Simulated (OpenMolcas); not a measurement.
**CuCl (cuprous chloride): levels of theory compared**

Wanted: a comparison of 6 runs (HF/def2-SVP, PBE0/def2-SVP, TPSS/def2-SVP, B3LYP/6-31G*, BLYP/6-31G*, SOS-MP2/pcseg-2) of CuCl (cuprous chloride). 

The calculation is run with OpenMolcas 26.06.

2 further runs of the same task are left out: 2 set aside as unsound or not needed.

### 1 Starting point

The species is CuCl (2 atoms), meant as a singlet with charge 0. As SMILES, `[Cl][Cu]`. The coordinates come from a PBE0-D4/def2-TZVP relaxation.

Bond lengths: Cl1–Cu2 2.076 Å.

### 2 Energy and gradient at HF/def2-SVP (run 1)

The input, coord.xyz:

```xyz
2

Cl     0.898300    -0.345200     0.446400
Cu    -0.868800     0.285000    -0.442400
```

The input, run.input:

```
* ClCu Hartree-Fock

&GATEWAY
 BASLIB=$CurrDir
 COORD=coord.xyz
 BASIS=def2-SVP
 GROUP=NoSym

&SEWARD

&SCF
 THRESHOLDS=1e-10 1e-07 1e-07 1e-05
 PRORBITALS=1 1

&ALASKA
```

The basis set def2-SVP is read from a file made from the Basis Set Exchange's data (not shown).

On the command line:

```
export MOLCAS_MEM=1860
pymolcas run.input > run.log
```

The log of the run:

```text
--- Start Module: gateway ---
[...]
--- Stop Module: gateway /rc=_RC_ALL_IS_WELL_ ---
[...]
      Basis functions           49
[...]
--- Start Module: scf ---
[...]
       Convergence after  16 Iterations
[...]
::    Total SCF energy                              -2098.1004888600
[...]
      Total spin, S                                     0.0000000000
[...]
      Total electronic charge=   46.000000
      Total            charge=   -0.000000
[...]
      Dipole Moment (debye):
      Origin of the operator (angstrom)=   -0.2376    0.0599   -0.1249
                   X= -5.5709E+00               Y=  1.9868E+00               Z= -2.8020E+00           Total=  6.5448E+00
      Quadrupole Moment (debye*angstrom):
[...]
--- Stop Module: scf /rc=_RC_ALL_IS_WELL_ ---
--- Start Module: alaska ---
[...]
 *              Molecular gradients               *
 **************************************************
  Irreducible representation: a
 ------------------------------------------------------------------------------------------
                              X                       Y                       Z
 ------------------------------------------------------------------------------------------
  CL1              -2.21454156015568E-02    7.89770862550299E-03   -1.11385011525211E-02
  CU2               2.21454156015710E-02   -7.89770862551009E-03    1.11385011525211E-02
 ------------------------------------------------------------------------------------------
--- Stop Module: alaska /rc=_RC_ALL_IS_WELL_ ---
[...]
```

It took 2.8 s on 1 thread of Arm Neoverse V1, shared host; peak memory 0.38 GiB.

### 3 Energy and gradient at PBE0/def2-SVP (run 2)

The input, struct.xyz:

```xyz
2

Cl     0.898300    -0.345200     0.446400
Cu    -0.868800     0.285000    -0.442400
```

The input, calc.input:

```
&gateway
  baslib
  $CurrDir
  coord
  struct.xyz
  basis
  def2-SVP
  group
  NoSym

&seward
  gridinput
  Grid=UltraFine
  End of Grid

&scf
  ksdft
  PBE0
  thresholds
  1e-10 1e-07 1e-07 1e-05
  prorbitals
  1 1

&alaska
```

The basis set def2-SVP is read from a file made from the Basis Set Exchange's data (not shown).

On the command line:

```
export MOLCAS_MEM=1860
pymolcas calc.input > calc.log
```

The log of the run:

```text
--- Start Module: gateway ---
[...]
--- Stop Module: gateway /rc=_RC_ALL_IS_WELL_ ---
[...]
      Basis functions           49
[...]
--- Start Module: scf ---
[...]
       Convergence after  15 Iterations
[...]
::    Total KS-DFT energy                           -2099.9665161068
[...]
      Total spin, S                                     0.0000000000
[...]
      Total electronic charge=   46.000000
      Total            charge=   -0.000000
[...]
      Dipole Moment (debye):
      Origin of the operator (angstrom)=   -0.2376    0.0599   -0.1249
                   X= -4.5148E+00               Y=  1.6101E+00               Z= -2.2708E+00           Total=  5.3040E+00
      Quadrupole Moment (debye*angstrom):
[...]
--- Stop Module: scf /rc=_RC_ALL_IS_WELL_ ---
[...]
--- Start Module: alaska ---
[...]
 *              Molecular gradients               *
 **************************************************
  Irreducible representation: a
 ------------------------------------------------------------------------------------------
                              X                       Y                       Z
 ------------------------------------------------------------------------------------------
  CL1              -1.68234232999254E-03    5.99972914658409E-04   -8.46169352493931E-04
  CU2               1.68234232997122E-03   -5.99972914658409E-04    8.46169352497483E-04
 ------------------------------------------------------------------------------------------
--- Stop Module: alaska /rc=_RC_ALL_IS_WELL_ ---
[...]
```

Run time: 6.3 s. Hardware: 1 thread of Arm Neoverse V1, shared host; peak memory 0.38 GiB.

Runs 3 to 5 aren't shown in full; the table further down has their settings and results.

### 4 A single-point energy at SOS-MP2/pcseg-2 (RICD fitting) (run 6)

The input, test.inp:

```
>>> EXPORT MOLCAS_PRINT=2

&GATEWAY
  BasLib=$CurrDir
  Coord
  2
  angstrom
  Cl       0.898300      -0.345200       0.446400
  Cu      -0.868800       0.285000      -0.442400
  Basis=pcseg-2
  Group=NoSym
  RICD

&SEWARD

&SCF
  PrOrbitals=1 1

&MBPT2
  SOSMP2
  Frozen=10
```

The basis set pcseg-2 is read from a file made from the Basis Set Exchange's data (not shown).

On the command line:

```
export MOLCAS_MEM=1860
pymolcas test.inp > test.log
```

The log of the run:

```text
--- Start Module: gateway ---
[...]
--- Stop Module: gateway /rc=_RC_ALL_IS_WELL_ ---
[...]
      Basis functions           90
[...]
--- Start Module: scf ---
[...]
       Convergence after  12 Iterations
[...]
::    Total SCF energy                              -2098.5035496181
[...]
      Total spin, S                                     0.0000000000
[...]
      Total electronic charge=   46.000000
      Total            charge=   -0.000000
[...]
      Dipole Moment (debye):
      Origin of the operator (angstrom)=   -0.2376    0.0599   -0.1249
                   X= -5.6244E+00               Y=  2.0058E+00               Z= -2.8289E+00           Total=  6.6075E+00
      Quadrupole Moment (debye*angstrom):
[...]
--- Stop Module: scf /rc=_RC_ALL_IS_WELL_ ---
[...]
--- Start Module: mbpt2 ---
[...]
WARNING!
Default frozen orbitals as non valence orbitals is overwritten by user input.
Default values:  11
[...]
::    Total MBPT2 energy                            -2099.2927470634
[...]
--- Stop Module: mbpt2 /rc=_RC_ALL_IS_WELL_ ---
[...]
```

It took 6.9 s on 1 thread of Arm Neoverse V1, shared host.

### 5 The series

```csv
run,level,integration grid,integral approximation,energy (Eh),dipole moment (D) of the reference,HOMO energy (eV),LUMO energy (eV),wall time
1,HF/def2-SVP,–,none,-2098.100489,6.54,-10.01,0.22,2.8 s
2,PBE0/def2-SVP,UltraFine,none,-2099.966516,5.30,-6.82,-2.41,6.3 s
3,TPSS/def2-SVP,UltraFine,none,-2100.409818,4.86,-5.20,-3.16,10 s
4,B3LYP/6-31G* (spherical functions),UltraFine,none,-2100.443719,4.95,-6.14,-3.09,8.7 s
5,BLYP/6-31G* (spherical functions),UltraFine,none,-2100.463844,4.19,-4.09,-3.76,9.3 s
6,SOS-MP2/pcseg-2 (RICD fitting),–,RICD,-2099.292747,6.61,-10.51,0.32,6.9 s
```

### 6 Summary of results

```
                                           quantity           value
                                run 6: total energy  -2099.29275 Eh
          run 6: dipole moment (mean-field density)          6.61 D
         run 6: HOMO energy (Hartree–Fock orbitals)       -10.51 eV
         run 6: LUMO energy (Hartree–Fock orbitals)         0.32 eV
       run 6: HOMO–LUMO gap (Hartree–Fock orbitals)        10.83 eV
run 6: correlation energy (10 core orbitals frozen)      -789.2 mEh
```

**Reading.** Over runs 1, 2, 3, 4, 5 the dipole moment (its size) runs from 4.19 D (BLYP/6-31G*) to 6.54 D (HF/def2-SVP). The two ends differ in method and basis. Over runs 1, 2, 3, 4, 5 the HOMO–LUMO gap runs from 0.33 eV (BLYP/6-31G*) to 10.23 eV (HF/def2-SVP). Totals of different functionals can't be ranked against each other. All runs together took 44 s, the longest 10 s.
